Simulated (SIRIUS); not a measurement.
# TiB2 (P6/mmm) in SIRIUS: convergence with lmax of the augmentation, part 2 of 2

SIRIUS 7.12.0. Earlier steps stand in the parts before.

## Step 8: With lmax of the augmentation 14

sirius.json

```json
{
  "control": {
    "processing_unit": "cpu",
    "std_evp_solver_name": "lapack",
    "gen_evp_solver_name": "lapack",
    "verbosity": 2,
    "print_forces": true,
    "ortho_rf": true,
    "use_second_variation": true,
    "rmt_max": 3.0,
    "num_bands_to_print": 21,
    "save_wf": true
  },
  "parameters": {
    "electronic_structure_method": "full_potential_lapwlo",
    "xc_functionals": ["XC_LDA_X", "XC_LDA_C_PW"],
    "core_relativity": "dirac",
    "valence_relativity": "iora",
    "num_fv_states": 21,
    "smearing": "fermi_dirac",
    "smearing_width": 0.0018374661,
    "pw_cutoff": 21,
    "gk_cutoff": 4.01,
    "lmax_apw": 14,
    "lmax_rho": 8,
    "lmax_pot": 8,
    "num_mag_dims": 0,
    "auto_rmt": 0,
    "ngridk": [10, 10, 8],
    "shiftk": [0, 0, 0],
    "num_dft_iter": 80,
    "energy_tol": 1e-07,
    "density_tol": 1e-05,
    "use_symmetry": true
  },
  "settings": {"tol_ne": 1e-10},
  "iterative_solver": {"type": "exact"},
  "mixer": {"type": "anderson", "beta": 0.5, "max_history": 8},
  "unit_cell": {
    "lattice_vectors": [[5.7243583767, 0.0, 0.0], [-2.8621791884, 4.9574397745, 0.0], [0.0, 0.0, 6.1007918207]],
    "atom_types": ["B", "Ti"],
    "atom_files": {"B": "B.json", "Ti": "Ti.json"},
    "atoms": {"B": [[0.6666666667, 0.3333333333, 0.5], [0.3333333333, 0.6666666667, 0.5]], "Ti": [[0.0, 0.0, 0.0]]}
  }
}
```

B.json

```json
{
  "name": "boron",
  "symbol": "B",
  "number": 5,
  "mass": 10.811,
  "rmin": 1e-06,
  "rmt": 1.62,
  "nrmt": 800,
  "rinf": 17.81,
  "core": "",
  "valence": [
    {"basis": [{"enu": 0.21, "dme": 0, "n": 0, "auto": 0}, {"enu": 0.21, "dme": 1, "n": 0, "auto": 0}]},
    {"l": 0, "n": 1, "basis": [{"enu": 0.2559, "dme": 0, "n": 0, "auto": 0}]},
    {"l": 1, "n": 2, "basis": [{"enu": 0.31, "dme": 0, "n": 0, "auto": 0}]},
    {"l": 2, "n": 3, "basis": [{"enu": 0.31, "dme": 0, "n": 0, "auto": 0}]},
    {"l": 3, "n": 4, "basis": [{"enu": 0.31, "dme": 0, "n": 0, "auto": 0}]}
  ],
  "lo": [
    {
      "l": 0,
      "basis": [{"enu": 0.2559, "dme": 0, "n": 0, "auto": 0}, {"enu": 0.2559, "dme": 1, "n": 0, "auto": 0}]
    },
    {
      "l": 0,
      "basis": [{"enu": 0.2559, "dme": 1, "n": 0, "auto": 0}, {"enu": 0.2559, "dme": 2, "n": 0, "auto": 0}]
    },
    {
      "l": 0,
      "basis": [{"enu": -6.1164, "dme": 0, "n": 1, "auto": 1}, {"enu": -6.1164, "dme": 1, "n": 1, "auto": 1}]
    },
    {
      "l": 0,
      "basis": [{"enu": 0.2559, "dme": 0, "n": 0, "auto": 0}, {"enu": 4.8284, "dme": 0, "n": 0, "auto": 0}]
    },
    {"l": 1, "basis": [{"enu": 0.31, "dme": 0, "n": 0, "auto": 0}, {"enu": 0.31, "dme": 1, "n": 0, "auto": 0}]},
    {"l": 1, "basis": [{"enu": 0.31, "dme": 1, "n": 0, "auto": 0}, {"enu": 0.31, "dme": 2, "n": 0, "auto": 0}]},
    {"l": 1, "basis": [{"enu": 0.31, "dme": 0, "n": 0, "auto": 0}, {"enu": 5.5683, "dme": 0, "n": 0, "auto": 0}]},
    {"l": 2, "basis": [{"enu": 0.31, "dme": 0, "n": 0, "auto": 0}, {"enu": 0.31, "dme": 1, "n": 0, "auto": 0}]},
    {"l": 2, "basis": [{"enu": 0.31, "dme": 1, "n": 0, "auto": 0}, {"enu": 0.31, "dme": 2, "n": 0, "auto": 0}]},
    {"l": 2, "basis": [{"enu": 0.31, "dme": 0, "n": 0, "auto": 0}, {"enu": 6.2542, "dme": 0, "n": 0, "auto": 0}]},
    {"l": 3, "basis": [{"enu": 0.31, "dme": 0, "n": 0, "auto": 0}, {"enu": 0.31, "dme": 1, "n": 0, "auto": 0}]}
  ],
  "free_atom": [... radial grid and density of the free atom, the start of the SCF ...]
}
```

Ti.json

```json
{
  "name": "titanium",
  "symbol": "Ti",
  "number": 22,
  "mass": 47.867,
  "rmin": 1e-06,
  "rmt": 2.23,
  "nrmt": 800,
  "rinf": 17.51,
  "core": "1s2s2p",
  "valence": [
    {"basis": [{"enu": 0.21, "dme": 0, "n": 0, "auto": 0}, {"enu": 0.21, "dme": 1, "n": 0, "auto": 0}]},
    {"l": 0, "n": 1, "basis": [{"enu": 0.31, "dme": 0, "n": 0, "auto": 0}]},
    {"l": 1, "n": 2, "basis": [{"enu": 0.31, "dme": 0, "n": 0, "auto": 0}]},
    {"l": 2, "n": 3, "basis": [{"enu": 0.31, "dme": 0, "n": 0, "auto": 0}]},
    {"l": 3, "n": 4, "basis": [{"enu": 0.31, "dme": 0, "n": 0, "auto": 0}]}
  ],
  "lo": [
    {"l": 0, "basis": [{"enu": 0.31, "dme": 0, "n": 0, "auto": 0}, {"enu": 0.31, "dme": 1, "n": 0, "auto": 0}]},
    {
      "l": 0,
      "basis": [{"enu": -1.8103, "dme": 0, "n": 3, "auto": 1}, {"enu": -1.8103, "dme": 1, "n": 3, "auto": 1}]
    },
    {
      "l": 0,
      "basis": [{"enu": -1.8103, "dme": 1, "n": 3, "auto": 1}, {"enu": 0.31, "dme": 0, "n": 0, "auto": 0}]
    },
    {"l": 0, "basis": [{"enu": 0.31, "dme": 0, "n": 0, "auto": 0}, {"enu": 3.5274, "dme": 0, "n": 0, "auto": 0}]},
    {"l": 1, "basis": [{"enu": 0.31, "dme": 0, "n": 0, "auto": 0}, {"enu": 0.31, "dme": 1, "n": 0, "auto": 0}]},
    {
      "l": 1,
      "basis": [{"enu": -0.9503, "dme": 0, "n": 3, "auto": 1}, {"enu": -0.9503, "dme": 1, "n": 3, "auto": 1}]
    },
    {
      "l": 1,
      "basis": [{"enu": -0.9503, "dme": 1, "n": 3, "auto": 1}, {"enu": 0.31, "dme": 0, "n": 0, "auto": 0}]
    },
    {"l": 1, "basis": [{"enu": 0.31, "dme": 0, "n": 0, "auto": 0}, {"enu": 4.0101, "dme": 0, "n": 0, "auto": 0}]},
    {"l": 2, "basis": [{"enu": 0.31, "dme": 0, "n": 0, "auto": 0}, {"enu": 0.31, "dme": 1, "n": 0, "auto": 0}]},
    {"l": 2, "basis": [{"enu": 0.31, "dme": 1, "n": 0, "auto": 0}, {"enu": 0.31, "dme": 2, "n": 0, "auto": 0}]},
    {"l": 2, "basis": [{"enu": 0.31, "dme": 0, "n": 0, "auto": 0}, {"enu": 3.447, "dme": 0, "n": 0, "auto": 0}]},
    {"l": 3, "basis": [{"enu": 0.31, "dme": 0, "n": 0, "auto": 0}, {"enu": 0.31, "dme": 1, "n": 0, "auto": 0}]},
    {"l": 3, "basis": [{"enu": 0.31, "dme": 0, "n": 0, "auto": 0}, {"enu": 3.809, "dme": 0, "n": 0, "auto": 0}]}
  ],
  "free_atom": [... radial grid and density of the free atom, the start of the SCF ...]
}
```

sirius_start.json

```json
{
  "control": {
    "processing_unit": "cpu",
    "std_evp_solver_name": "lapack",
    "gen_evp_solver_name": "lapack",
    "verbosity": 1,
    "print_forces": false,
    "ortho_rf": true,
    "use_second_variation": true,
    "rmt_max": 3.0,
    "num_bands_to_print": 21,
    "save_wf": false
  },
  "parameters": {
    "electronic_structure_method": "full_potential_lapwlo",
    "xc_functionals": ["XC_LDA_X", "XC_LDA_C_PW"],
    "core_relativity": "dirac",
    "valence_relativity": "iora",
    "num_fv_states": 21,
    "smearing": "fermi_dirac",
    "smearing_width": 0.0055123983,
    "pw_cutoff": 21,
    "gk_cutoff": 3.21,
    "lmax_apw": 14,
    "lmax_rho": 8,
    "lmax_pot": 8,
    "num_mag_dims": 0,
    "auto_rmt": 0,
    "ngridk": [4, 4, 3],
    "shiftk": [0, 0, 0],
    "num_dft_iter": 30,
    "energy_tol": 0.01,
    "density_tol": 0.05,
    "use_symmetry": true
  },
  "settings": {"tol_ne": 1e-10},
  "iterative_solver": {"type": "exact"},
  "mixer": {"type": "anderson", "beta": 0.5, "max_history": 8},
  "unit_cell": {
    "lattice_vectors": [[5.7243583767, 0.0, 0.0], [-2.8621791884, 4.9574397745, 0.0], [0.0, 0.0, 6.1007918207]],
    "atom_types": ["B", "Ti"],
    "atom_files": {"B": "B.json", "Ti": "Ti.json"},
    "atoms": {"B": [[0.6666666667, 0.3333333333, 0.5], [0.3333333333, 0.6666666667, 0.5]], "Ti": [[0.0, 0.0, 0.0]]}
  }
}
```

Potentials or basis: all-electron FP-LAPW, apw+lo standard.

Started as:

```console
$ OMP_NUM_THREADS=1 sirius.scf --input=sirius_start.json --output=start.json
$ OMP_NUM_THREADS=1 sirius.scf --input=sirius.json --output=output.json --task=1
```

Standard output:

```text
[info] SIRIUS version : 7.12.0
[info] number of MPI ranks           : 1
[info] MPI grid                      : 1 1
[info] maximum number of OMP threads : 1
[fft] FFT context for density and potential
[fft] =====================================
[fft]   plane wave cutoff                     : 21
[fft]   grid size                             : 45 45 45   total : 91125
[fft]   grid limits                           : -22 22   -22 22   -22 22
[fft]   number of G-vectors within the cutoff : 26975
[fft]   number of G-shells                    : 1391
[fft] FFT context for coarse grid
[fft] =====================================
[fft]   plane wave cutoff                     : 8.02
[fft]   grid size                             : 18 18 18   total : 5832
[fft]   grid limits                           : -8 9   -8 9   -8 9
[fft]   number of G-vectors within the cutoff : 1545
[fft]   number of G-shells                    : 107
[unit cell] lattice vectors
[unit cell]   a1 :       5.7243583767      0.0000000000      0.0000000000
[unit cell]   a2 :      -2.8621791884      4.9574397745      0.0000000000
[unit cell]   a3 :       0.0000000000      0.0000000000      6.1007918207
[unit cell] reciprocal lattice vectors
[unit cell]   b1 :       1.0976226319      0.6337127220     -0.0000000000
[unit cell]   b2 :       0.0000000000      1.2674254440      0.0000000000
[unit cell]   b3 :       0.0000000000     -0.0000000000      1.0298966908
[unit cell] unit cell volume :       173.12925801 [a.u.^3]
[unit cell] 1/sqrt(omega)    :         0.07600021
[unit cell] MT volume        :        82.06938731 (47.40%)
[unit cell] IT volume        :        91.05987070 (52.60%)
[unit cell] number of atom types : 2
[unit cell] type id : 0 symbol :  B mt_radius :   1.620000 num_atoms : 2
[unit cell] type id : 1 symbol : Ti mt_radius :   2.230000 num_atoms : 1
[unit cell] total number of atoms : 3
[unit cell] number of symmetry classes : 2
[unit cell] atom id  type id  class id             position                      vector_field
[unit cell] ------------------------------------------------------------------------------------------
[unit cell]      0        0        0      0.66667   0.33333   0.50000      0.00000   0.00000   0.00000
[unit cell]      1        0        0      0.33333   0.66667   0.50000      0.00000   0.00000   0.00000
[unit cell]      2        1        1      0.00000   0.00000   0.00000      0.00000   0.00000   0.00000
[unit cell] atom id         position (Cartesian, a.u.)
[unit cell] ---------------------------------------------
[unit cell]      0       2.862179    1.652480    3.050396
[unit cell]      1      -0.000000    3.304960    3.050396
[unit cell]      2       0.000000    0.000000    0.000000
[unit cell] class id : 0 atom id : 0 1
[unit cell] class id : 1 atom id : 2
[unit cell] minimum bond length:     3.304960
[... 382 lines left out ...]
[generate_core_charge_density] atom class : 0
[generate_core_charge_density] atom class : 1
[generate_core_charge_density]   n,l,k : 1 0 1  energy :        -177.81489006
[generate_core_charge_density]   n,l,k : 2 0 1  energy :         -19.06768465
[generate_core_charge_density]   n,l,k : 2 1 1  energy :         -15.84577356
[generate_core_charge_density]   n,l,k : 2 1 2  energy :         -15.63425185
[find] Total energy                   :    -901.38288420 (Ha),   -1802.76576841 (Ry)
[find] iteration : 1, RMS (target) : 8.0410e-03 (1.0000e-05) , energy difference (target) : -2.6997e-06 (1.0000e-07)
[find] Total energy                   :    -901.38288320 (Ha),   -1802.76576640 (Ry)
[find] iteration : 2, RMS (target) : 1.7478e-03 (1.0000e-05) , energy difference (target) : 1.0052e-06 (1.0000e-07)
[find] Total energy                   :    -901.38288544 (Ha),   -1802.76577087 (Ry)
[find] iteration : 3, RMS (target) : 2.6151e-04 (1.0000e-05) , energy difference (target) : -2.2375e-06 (1.0000e-07)
[... 14 lines left out ...]
[find] valence_eval_sum               :     -29.67909475
[find] core_eval_sum                  :    -487.93263828
[find] kinetic energy                 :     908.43714095
[find] enuc                           :   -1080.48008902
[find] <rho|V^{XC}>                   :     -63.60440377
[find] <rho|E^{XC}>                   :     -48.11782478
[find] <mag|B^{XC}>                   :       0.00000000
[find] <rho|V^{H}>                    :   -1362.44447020
[find] smearing (-TS)                 :      -0.00023285
[find] SCF correction                 :       0.00012258
[find] Total energy                   :    -901.38288536 (Ha),   -1802.76577073 (Ry)
[find] Free energy (E-TS)             :    -901.38311822 (Ha),   -1802.76623643 (Ry)
[find] band gap (eV)                  :       0.00000000
[find] Efermi                         :       0.39577015
[find] iteration : 5, RMS (target) : 5.9575e-06 (1.0000e-05) , energy difference (target) : -6.4733e-09 (1.0000e-07)
[find] converged after 6 SCF iterations!
[find] Charges and magnetic moments
[find] --------------------------------------------------------------------------------
[find] atom      charge    core leakage
[find] --------------------------------------------------------------------------------
[find]    0    3.689806    0.000000e+00
[find]    1    3.689806    0.000000e+00
[find]    2   20.181068    4.218949e-09
[find] total core leakage    : 4.21894945e-09
[find] interstitial charge   : 4.439319
[find] total charge          : 31.999999
[find] Energy
[find] --------------------------------------------------------------------------------
[find] valence_eval_sum               :     -29.67909475
[find] core_eval_sum                  :    -487.93263828
[find] kinetic energy                 :     908.43714095
[find] enuc                           :   -1080.48008902
[find] <rho|V^{XC}>                   :     -63.60440377
[find] <rho|E^{XC}>                   :     -48.11782478
[find] <mag|B^{XC}>                   :       0.00000000
[find] <rho|V^{H}>                    :   -1362.44447020
[find] smearing (-TS)                 :      -0.00023285
[find] SCF correction                 :       0.00012258
[find] Total energy                   :    -901.38288536 (Ha),   -1802.76577073 (Ry)
[find] Free energy (E-TS)             :    -901.38311822 (Ha),   -1802.76623643 (Ry)
[find] band gap (eV)                  :       0.00000000
[find] Efermi                         :       0.39577015
[ground_state]
[ground_state] ==== total Forces in Ha/bohr =====
[ground_state] atom:    0, force:       0.0000000      0.0000000     -0.0000000
[ground_state] atom:    1, force:      -0.0000000     -0.0000000      0.0000000
[ground_state] atom:    2, force:       0.0000000      0.0000000      0.0000000
[ground_state] ==== contribution from density =====
[ground_state] atom:    0, force:       0.0000000      0.0000000      0.0000000
[ground_state] atom:    1, force:      -0.0000000     -0.0000000     -0.0000000
[ground_state] atom:    2, force:       0.0000000      0.0000000      0.0000000
[ground_state] ==== contribution from Hartree potential =====
[ground_state] atom:    0, force:       0.0000000      0.0000000      0.0000000
[ground_state] atom:    1, force:       0.0000000      0.0000000      0.0000000
[ground_state] atom:    2, force:       0.0000000      0.0000000      0.0000000
[ground_state] ==== contribution from IBS =====
[ground_state] atom:    0, force:       0.0000000      0.0000000     -0.0000000
[ground_state] atom:    1, force:      -0.0000000     -0.0000000      0.0000000
[ground_state] atom:    2, force:       0.0000000      0.0000000      0.0000000
```

Run time: 88 s. Hardware: 1 thread of Arm Neoverse V2, shared host; peak memory 0.79 GiB.

What came out:

- Free energy: -24527.8842 eV
- Band gap on the k mesh: none (metal or under the smearing width)
- All electrons inside the program's atomic spheres: Ti 20.18; B 3.69 (radii B 1.62, Ti 2.23 bohr)

## Step 9: The series at a glance

```csv
lmax of the augmentation,"energy less the tightest run, at zero smearing (meV/atom)",SCF cycles,CPU time (s),peak memory (GiB)
4,-63.71,6,29,0.31
5,-13.35,6,31,0.33
6,-2.67,6,34,0.36
8,-0.32,6,41,0.43
10,-0.04,6,51,0.51
12,0.00,6,66,0.63
14,0.00,6,88,0.79
```

Against the tightest run, the energy stays within 1 meV/atom from 8 on. The tightest run that finished is the yardstick and may itself not be fully converged.
